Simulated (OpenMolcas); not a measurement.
**W⁵⁺ among point charges: CASSCF and CASPT2 levels and susceptibility**

Aim: the splitting of the states of W⁵⁺ in the field of 8 point charges, its lowest levels with spin-orbit coupling and its magnetic susceptibility.

Program: OpenMolcas 26.06. Level of theory: state-averaged CASSCF and CASPT2, spin-orbit coupling by RASSI with atomic mean-field integrals. These are calculated values, not measurements, unless marked.

### 1 Starting point

```
Species                           : W⁵⁺ (tungsten, Z = 74, 69 electrons)
Basis                             : ANO-RCC-VDZP [7s6p4d2f1g], 68 functions
Scalar Hamiltonian                : DKH2, point nucleus
Inactive shells                   : 1s 2s 2p 3s 3p 3d 4s 4p 4d 4f 5s 5p
Active space                      : 1 electron in 5 orbitals (5d)
Some configurations of this space : 5d
Orbitals                          : optimised for each spin and parity, averaged over all roots
```

The outer shells:

5d
```
5d [↑ ][  ][  ][  ][  ]
```

The ion sits among 8 point charges of -0.8 e arranged as a cube (Oh), 2.11 Å from the ion.

Each step is its own input file, run in one work folder so that later steps find the files of earlier ones. Labels, J, g values, rates, χT and fits are worked out afterwards by a script from the matrices that RASSI stores. The input lists half of the charges; inversion (Group=XYZ) makes the rest.

### 2 One- and two-electron integrals

a.inp

```
&GATEWAY
Coord
1

W 0.0 0.0 0.0
Basis=ANO-RCC-VDZP
Group=XYZ
NoMove
AngMom=0.0 0.0 0.0
AMFI
XField
4 Angstrom 0
1.218209 1.218209 1.218209 -0.800000
1.218209 1.218209 -1.218209 -0.800000
1.218209 -1.218209 1.218209 -0.800000
1.218209 -1.218209 -1.218209 -0.800000
&SEWARD
```

The run is started by

```
$ OMP_NUM_THREADS=1 MOLCAS_MEM=1689 MOLCAS_PROJECT=a pymolcas a.inp > a.log
```

### 3 Reference wave functions, doublets of even parity, 5 roots

a.inp

```
&RASSCF
FileOrb=start.orb
Symmetry=1
Spin=2
nActEl=1 0 0
Inactive=15 19
Ras2=5 0
CIRoot=5 5 1
SDav=5
CIMx=300
Iter=120 100
PrWF=0.3
OrbListing=Nothing
MaxOrb=0
>>> COPY $Project.JobIph JOB001
```

start.orb holds the contracted functions of the basis, ordered by shell, or the orbitals of the step before.

### 4 RASSI: spin-orbit coupling between the states

a.inp

```
&RASSI
NrOfJobIphs=1 5
1 2 3 4 5
IphNames
JOB001
EJob
SpinOrbit
DIPRint=1.0
SOCoupling=1000.0
Subsets=2
Property=9
'ANGMOM' 1 'ANGMOM' 2 'ANGMOM' 3 'MLTPL  1' 1 'MLTPL  1' 2 'MLTPL  1' 3
'AMFI' 1 'AMFI' 2 'AMFI' 3
SOProperty=3
'ANGMOM' 1 'ANGMOM' 2 'ANGMOM' 3
```

### 5 CASPT2: IPEA 0.25, imaginary shift 0.1 (closed shells correlated: 4f 5s 5p)

a.inp

```
>>> COPY JOB001 $Project.JobIph
&CASPT2
Multistate=5 1 2 3 4 5
NoMult
Frozen=14 9
IPEA=0.25
Imaginary=0.1
MaxIter=60
WThr=0.0 0.3 0.05
PrWF=0.5
NoMix
```

(Steps that only read results are left out.)

What does the calculation give? Wanted: spin-free ground state; first state of the same spin within the active space; lowest level; next level.

**Answer**, as computed:

```
                                            quantity                                                                           value
                                              method  SS-CASPT2, IPEA 0.25, imaginary shift 0.1 (closed shells correlated: 4f 5s 5p)
                              spin-free ground state                                                  2E, 2-fold in its orbital part
first state of the same spin within the active space                                                                2T2 at 3690 cm⁻¹
                                        lowest level                                                                       4-fold Γ8
                                          next level                                                                     9990.8 cm⁻¹
                                         χT at 300 K                                                                  0.27 cm³ K/mol
                           effective moment at 300 K                                                                         1.46 μB
```

Cost by method:

| method | time of its own steps | time with the reference |
| --- | --- | --- |
| A. CASSCF | 1.9 s | 1.9 s |
| B. SS-CASPT2, IPEA 0.25, imaginary shift 0.1, +4f 5s 5p | 1 s | 2.9 s |

Times are of one thread on a shared host.

What this shows: The spin-free ground state (2E) comes to 100 % from free-ion D terms and keeps the highest spin of the shell. χT at 300 K is 0.27, against 0.38 cm³ K/mol for the spin alone, so orbital moment lowers it. A ligand-field fit to the states below 45000 cm-1 gives 10Dq = -3691 cm-1, the gap between the two states. CASPT2 does not keep the components of a term degenerate, and the means are used. An orbital doublet at a regular site is open to a Jahn-Teller distortion, which this geometry leaves out. The field of point charges can differ much from that of real complexes. Point charges carry no covalency, so the field is a model and not that of real ligands.
